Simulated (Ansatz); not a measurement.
# FGaH2: the cost of one run

Computed with Ansatz 0.2.0, Gaussian basis. Level: PBE0-D4/def2-TZVP structures, single points in def2-TZVPP, no counterpoise correction.

Levels: SPW92, PBE-D4, BLYP-D4, r2SCAN-D4, B97M-V, PBE0-D4, B3LYP-D4, r2SCAN0-D4, BHLYP-D4, CAM-B3LYP-D4, wB97X-V, wB97M-V, B2PLYP, PBE-QIDH, RPA on PBE, Hartree-Fock, MP2, CCSD, CCSD(T).

Correlated methods freeze the cores. Filled d shells of the heavier atoms are correlated. B3LYP uses VWN-RPA correlation. B2PLYP carries no dispersion term here.

95 further runs of the same task are left out: 1 that didn't finish, 94 set aside as unsound or not needed. Runs told in other sessions of the task aren't counted.

## (1) The system as given

The complex: 9 atoms, charge 0, spin multiplicity 1.

Atoms are counted from 1 here; the program's logs count them from 0.

Bond lengths: Ga1–H3 1.559 Å, Ga1–H4 1.559 Å, Ga1–F6 1.767 Å, Si2–H5 1.503 Å, Si2–H7 1.480 Å, Si2–H8 1.480 Å, Si2–H9 1.482 Å. Angles: H3–Ga1–H4 130.5°, H3–Ga1–F6 114.3°, H4–Ga1–F6 114.3°, H5–Si2–H7 107.2°, H5–Si2–H8 107.2°, H5–Si2–H9 108.2°, H7–Si2–H8 111.8°, H7–Si2–H9 111.2°, H8–Si2–H9 111.2°.

Geometry (Å):

```mol
FGaH6Si
  3D, bonds by distance, orders not assigned

  9  7  0  0  0  0  0  0  0  0999 V2000
   -1.6075    0.6891   -0.1209 Ga  0  0
    1.3416   -0.6774    0.0729 Si  0  0
   -1.5139    0.4560   -1.6594 H   0  0
   -2.0223   -0.2805    1.0274 H   0  0
    0.5159    0.5664    0.2481 H   0  0
   -1.4759    2.3817    0.3682 F   0  0
    2.3885   -0.3690   -0.9272 H   0  0
    1.9237   -1.0060    1.3937 H   0  0
    0.4497   -1.7605   -0.4030 H   0  0
  1  3  8  0
  1  4  8  0
  1  6  8  0
  2  5  8  0
  2  7  8  0
  2  8  8  0
  2  9  8  0
M  END
```

Its parts: GaH₂F holds atoms 1, 3, 4, 6; SiH₄ holds atoms 2, 5, 7, 8, 9. Each part counts its atoms afresh in its own runs.

## (2) Relaxing GaH₂F alone

Contents of relax-a/in.yaml:

```yaml
crystal:
  periodic: [false, false, false]
  atoms:
    - {symbol: Ga, position_ang: [-1.607465, 0.689141, -0.120854]}
    - {symbol: H, position_ang: [-1.513857, 0.456042, -1.659415]}
    - {symbol: H, position_ang: [-2.022280, -0.280512, 1.027378]}
    - {symbol: F, position_ang: [-1.475874, 2.381656, 0.368229]}
basis:
  gaussian: {orbitals: def2-TZVP}
hamiltonian: {xc: pbe0, dispersion: d4}
relax: {f_tol: 0.005, max_steps: 200}
```

On the command line:

```sh
> ansatz run in.yaml --threads 4 --pin off --events-out ev --progress --plain --max-ram 9574MiB
```

**Question.** How long does this run take on 4 threads of Arm Neoverse V1, shared host?

About 3.1 s.
